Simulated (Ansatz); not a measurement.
# C₄H₁₁Al: a ladder of functionals and wavefunction methods

One table from this session's results is given with a row withheld; the runs are named, their logs left out.

Program: Ansatz 0.2.0, Gaussian basis. Level of theory: functionals in def2-TZVPP, the program's frozen cores in correlated methods. These are calculated values, not measurements.

Levels to be run: LDA (SPW92), PBE-D4, revPBE-D4, BLYP-D4, r2SCAN-D4, B97M-V, PBE0-D4, B3LYP-D4, r2SCANh-D4, r2SCAN0-D4, HSE06-D4, BHLYP-D4, CAM-B3LYP-D4, LC-ωPBE, ωB97X-V, ωB97M-V, B2PLYP, PBE-QIDH; CCSD(T)/def2-SVP; CCSD(T)/def2-TZVPP; MP2/def2-QZVPP; extrapolation to the limit; RPA on PBE.

## The relaxed structure

An earlier PBE0-D4 in a triple-zeta def2 set relaxation fixed the geometry.

16 atoms, charge 0, spin multiplicity 1.

Atoms are counted from 1 here; the program's logs count them from 0.

Bond lengths: C1–C2 1.527 Å, C1–H6 1.093 Å, C1–H7 1.095 Å, C1–H8 1.093 Å, C2–Al3 1.964 Å, C2–H9 1.099 Å, C2–H10 1.100 Å, Al3–C4 1.964 Å, Al3–H11 1.598 Å, C4–C5 1.527 Å, C4–H12 1.100 Å, C4–H13 1.099 Å, C5–H14 1.093 Å, C5–H15 1.095 Å, C5–H16 1.093 Å. Angles: C2–C1–H6 111.8°, C2–C1–H7 112.2°, C2–C1–H8 111.7°, H6–C1–H7 107.1°, H6–C1–H8 106.6°, H7–C1–H8 107.0°, C1–C2–Al3 119.5°, C1–C2–H9 110.2°, C1–C2–H10 110.0°, Al3–C2–H9 106.3°, Al3–C2–H10 106.0°, H9–C2–H10 103.5°, C2–Al3–C4 126.1°, C2–Al3–H11 116.9°, C4–Al3–H11 116.9°, Al3–C4–C5 119.5°, Al3–C4–H12 106.0°, Al3–C4–H13 106.3° and more.

As a file:

```
C    -0.9460    1.5890    0.8709
C     0.3460    1.0532    1.4841
Al    1.1972   -0.5376    0.7095
C     0.6197   -1.4884   -0.9085
C    -0.5361   -0.9310   -1.7366
H    -0.8143    1.8625   -0.1789
H    -1.3125    2.4789    1.3923
H    -1.7478    0.8464    0.9029
H     0.1975    0.8349    2.5512
H     1.1162    1.8386    1.4865
H     2.4810   -1.1125    1.4668
H     0.3947   -2.5176   -0.5919
H     1.5155   -1.6017   -1.5355
H    -0.3186    0.0729   -2.1112
H    -0.7599   -1.5561   -2.6068
H    -1.4554   -0.8540   -1.1507
```

Set-up of the first run:

Input file in.yaml:

```yaml
crystal:
  periodic: [false, false, false]
  atoms:
    - {symbol: C, position_ang: [-0.945992, 1.589008, 0.870946]}
    - {symbol: C, position_ang: [0.345990, 1.053209, 1.484126]}
    - {symbol: Al, position_ang: [1.197178, -0.537637, 0.709500]}
    - {symbol: C, position_ang: [0.619659, -1.488354, -0.908515]}
    - {symbol: C, position_ang: [-0.536118, -0.930958, -1.736598]}
    - {symbol: H, position_ang: [-0.814311, 1.862472, -0.178931]}
    - {symbol: H, position_ang: [-1.312547, 2.478939, 1.392267]}
    - {symbol: H, position_ang: [-1.747787, 0.846449, 0.902931]}
    - {symbol: H, position_ang: [0.197508, 0.834851, 2.551217]}
    - {symbol: H, position_ang: [1.116223, 1.838644, 1.486510]}
    - {symbol: H, position_ang: [2.481048, -1.112468, 1.466836]}
    - {symbol: H, position_ang: [0.394733, -2.517580, -0.591919]}
    - {symbol: H, position_ang: [1.515483, -1.601739, -1.535493]}
    - {symbol: H, position_ang: [-0.318630, 0.072853, -2.111224]}
    - {symbol: H, position_ang: [-0.759891, -1.556143, -2.606767]}
    - {symbol: H, position_ang: [-1.455443, -0.854047, -1.150684]}
basis:
  gaussian: {orbitals: def2-TZVPP}
hamiltonian: {xc: lda}
output: {orbitals: {seedname: orbitals}}
```

Started as:

```
$ ansatz run in.yaml --threads 4 --pin off --events-out ev --progress --plain --max-ram 10444MiB
```

Among the steps run: LDA; PBE-D4 (GGA); revPBE-D4 (GGA); BLYP-D4 (GGA); r2SCAN-D4 (meta-GGA); B97M-V (meta-GGA); PBE0-D4 (hybrid); B3LYP-D4 (hybrid); r2SCANh-D4 (hybrid); r2SCAN0-D4 (hybrid); HSE06-D4 (hybrid); BHLYP-D4 (hybrid); CAM-B3LYP-D4 (range-separated); LC-ωPBE (range-separated); ωB97X-V (range-separated); ωB97M-V (range-separated); B2PLYP (double hybrid); PBE-QIDH (double hybrid).

One table of the session follows, with a row left open; its other results are not shown here.

```
  functional  HOMO (eV)  gap (eV)
 LDA (SPW92)      -5.95      4.10
      PBE-D4          ?         ?
   revPBE-D4      -5.81      4.33
     BLYP-D4      -5.74      4.24
   r2SCAN-D4      -6.09      4.83
      B97M-V      -6.20      4.72
     PBE0-D4      -7.08      6.26
    B3LYP-D4      -6.89      5.84
  r2SCANh-D4      -6.55      5.54
  r2SCAN0-D4      -7.24      6.61
    HSE06-D4      -6.68      5.49
    BHLYP-D4      -8.24      8.16
CAM-B3LYP-D4      -8.44      8.51
     LC-ωPBE      -9.78     10.98
     ωB97X-V      -9.44     10.46
     ωB97M-V      -9.30      9.99
```

Estimate the missing values for PBE-D4.

The run gave: HOMO (eV): -5.86; gap (eV): 4.25. In the column «HOMO (eV)» it lies between LDA (SPW92) (-5.95) and revPBE-D4 (-5.81).
